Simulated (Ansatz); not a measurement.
# VWC2 in Ansatz: the effect of Hubbard term

The system is VWC2.

```
W V C
1.0
     1.51704    0.87586    4.93389
    -1.51704    0.87586    4.93389
     0.00000   -1.75173    4.93389
W V C
1 1 2
Cartesian
  0.0000 0.0000 0.0000
  0.0000 0.0000 7.4008
  0.0000 0.0000 3.6485
  0.0000 0.0000 11.1532
```

The cell comes from a database or a generator and needn't be the stable form of this composition.

Alike in all runs:

```yaml
Program: Ansatz 0.2.0
Task: projected density of states
Functional: PBE
Potentials_or_basis: Ansatz PAW
Cutoff: "420 eV (not typed: the program's choice for these potentials)"
k_mesh: 10 × 10 × 10
Occupations: fermi-dirac, width 0.05 eV
Spin: collinear spin, ferromagnetic start
Starting_moments: "[0.0, 2.0, 0.0, 0.0] μB"
Hubbard_projectors: ortho-atomic (the default)
Double_counting: fll (the default)
```

| Hubbard term | pressure (GPa) | moment (μB) | largest force (eV/Å) |
| --- | --- | --- | --- |
| none | -2.0 | 0.00 | 0.09 |
| V d U = 1 eV, W d U = 1 eV | -1.6 | 0.00 | 0.09 |
| V d U = 2 eV, W d U = 2 eV | 1.4 | 0.74 | 0.23 |
| V d U = 4 eV, W d U = 4 eV | 12.0 | 1.04 | 1.19 |
| V d U = 6 eV, W d U = 6 eV | ? | ? | ? |

What does the run with Hubbard term V d U = 6 eV, W d U = 6 eV give?

Pressure 22.8 GPa; moment 0.94 μB; largest force 1.82 eV/Å.

Worked out: A parabola through the other rows of the pressure, of slope 11 GPa per eV there, extrapolates to 30.3 GPa, against the run's 22.8. The fit is too stiff a form for this range. The moment follows no smooth curve through the other rows. A parabola through the other rows of the largest force, of slope 1.07 eV/Å per eV there, extrapolates to 2.93 eV/Å, against the run's 1.82. The fit is too stiff a form for this range.

Caveats: the density of states is complete only up to the lowest level of the last band computed; the magnetic or orbital state may not be the lowest (some runs); the U is typed as a test and isn't derived for this compound (some runs); the starting moments weren't kept (some runs); forces of over 1 eV/Å show positions far from the minimum, so gaps and moduli don't describe the material at rest (some runs).
